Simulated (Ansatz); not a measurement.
# Li3LaBi2: the cost of one run

Method: DFT PBEsol, scalar-relativistic, plane waves, PAW, in Ansatz 0.2.0.

1 further run of the same task is left out (set aside as unsound or not needed). Runs told in other sessions of the task aren't counted.

**1. Starting point**

The cell holds 17 atoms (Bi6La3Li8): a = 7.463 Å, b = 8.121 Å, c = 8.121 Å, α = 120.00°, β = 90.00°, γ = 90.00°.

The coordinates of this cell stand in the input of its own run.

The host was relaxed before at PBEsol: a = 4.689 Å, b = 4.689 Å, c = 7.463 Å, α = 90.00°, β = 90.00°, γ = 120.00° (conventional cell), 23.681 Å³/atom.

Places, in fractions of the supercell: a vacancy on Li at (0.355, 0.333, 0.000). Its neighbours start displaced at random, with a spread of 0.03 Å in each coordinate.

**2. The perfect crystal in the supercell of 18 atoms**

Input file input.yaml:

```yaml
crystal:
  lattice:
    - [0.0, 0.0, -7.4627872315]
    - [0.0, 8.1211324057, 0.0]
    - [7.0331069708, -4.0605662029, 0.0]
  atoms:
    - { symbol: Li, position: [0.3547364806, 0.3333333333, 0.0] }
    - { symbol: Li, position: [0.3547364806, 0.6666666667, 0.6666666667] }
    - { symbol: Li, position: [0.3547364806, 0.0, 0.3333333333] }
    - { symbol: Li, position: [0.6452635194, 0.3333333333, 0.3333333333] }
    - { symbol: Li, position: [0.6452635194, 0.6666666667, 0.0] }
    - { symbol: Li, position: [0.6452635194, 0.0, 0.6666666667] }
    - { symbol: Li, position: [0.5, 0.6666666667, 0.3333333333] }
    - { symbol: Li, position: [0.5, 0.0, 0.0] }
    - { symbol: Li, position: [0.5, 0.3333333333, 0.6666666667] }
    - { symbol: La, position: [0.0, 0.3333333333, 0.6666666667] }
    - { symbol: La, position: [0.0, 0.6666666667, 0.3333333333] }
    - { symbol: La, position: [0.0, 0.0, 0.0] }
    - { symbol: Bi, position: [0.7452393969, 0.3333333333, 0.0] }
    - { symbol: Bi, position: [0.7452393969, 0.6666666667, 0.6666666667] }
    - { symbol: Bi, position: [0.7452393969, 0.0, 0.3333333333] }
    - { symbol: Bi, position: [0.2547606031, 0.3333333333, 0.3333333333] }
    - { symbol: Bi, position: [0.2547606031, 0.6666666667, 0.0] }
    - { symbol: Bi, position: [0.2547606031, 0.0, 0.6666666667] }
basis:
  ecutwfc: 420
  xc_grid: 2
kpoints:
  mp_grid: { grid: [3, 3, 3], shift: [0.0, 0.0, 0.0] }
hamiltonian:
  xc: pbesol
scf:
  occupations: { method: gaussian, width: 0.05 }
output:
  forces: true
  stress: true
  eigenvalues: true
  write_density: true
  write_potential: true
  elf: true
  volumetric_format: npy
```

The run is started by

```console
> ansatz run input.yaml --threads 8 --pin off --max-ram 14336MiB --backend cpu --events-out ev --progress --plain --runs-dir out
```

What time and memory should one allow on 8 threads of Arm Neoverse V2, shared host?

About 3.2 s, with a peak of 1.7 GiB.
